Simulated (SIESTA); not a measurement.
# Bi2Te under changes of volume

One of the cells (33.993 Å³/atom); the others are scaled copies at fixed shape and fractional positions:

```xyz
6
Lattice="-4.0079 4.0079 3.1743 4.0079 -4.0079 3.1743 4.0079 4.0079 -3.1743" Properties=species:S:1:pos:R:3 pbc="T T T"
Bi    2.0040    0.6210    2.3807
Bi    2.0040    3.3870   -0.7936
Bi   -0.6210    2.0040    3.9679
Bi    4.6289    2.0040    0.7936
Te    0.0000    4.0079    1.5872
Te    0.0000    0.0000    0.0000
```

The cell comes from a database or a generator and needn't be the stable form of this composition.

```yaml
Program: SIESTA 5.4.2
Functional: LDA
Potentials_or_basis: PseudoDojo 0.4 standard (LDA files)
Basis: DZP (energy shift 0.003 Ry; two zetas on semicore shells)
Grid_cutoff: 500 Ry
Energy_shift: 0.003 Ry
k_mesh: 4 × 4 × 4
Occupations: fermi-dirac, width 0.05 eV
Spin: no spin polarisation
```

| volume (Å³/atom) | energy over the lowest point (meV/atom) | pressure (GPa) | largest force (eV/Å) |
| --- | --- | --- | --- |
| 31.954 | 0.00 | 0.1 | 0.031 |
| 32.634 | 1.98 | -1.0 | 0.015 |
| 33.314 | 8.52 | -2.0 | 0.059 |
| 33.993 | ? | ? | ? |
| 34.673 | 33.35 | -3.7 | 0.135 |
| 35.353 | 50.78 | -4.5 | 0.170 |
| 36.033 | 71.08 | -5.1 | 0.202 |

Q: What does the run at 33.993 Å³/atom give?

A: Energy over the lowest point 19.13 meV/atom; pressure -2.9 GPa; largest force 0.098 eV/Å.

Worked out: A Birch-Murnaghan fit of order 3 (a polynomial in V^(-2/3)) to the other rows has its minimum at 32.02 Å³/atom with B0 = V·E''(V) = 56 GPa and B' = 4.5 at fixed shape and positions, which overstates the stiffness. It gives 19.12 meV/atom at 33.993 Å³/atom, against the run's 19.13, and -dE/dV = -2.9 GPa, against -2.9.

Energies are extrapolated to zero smearing.

Caveats: the basis of atomic orbitals isn't converged, which shifts pressures, moduli and gaps.
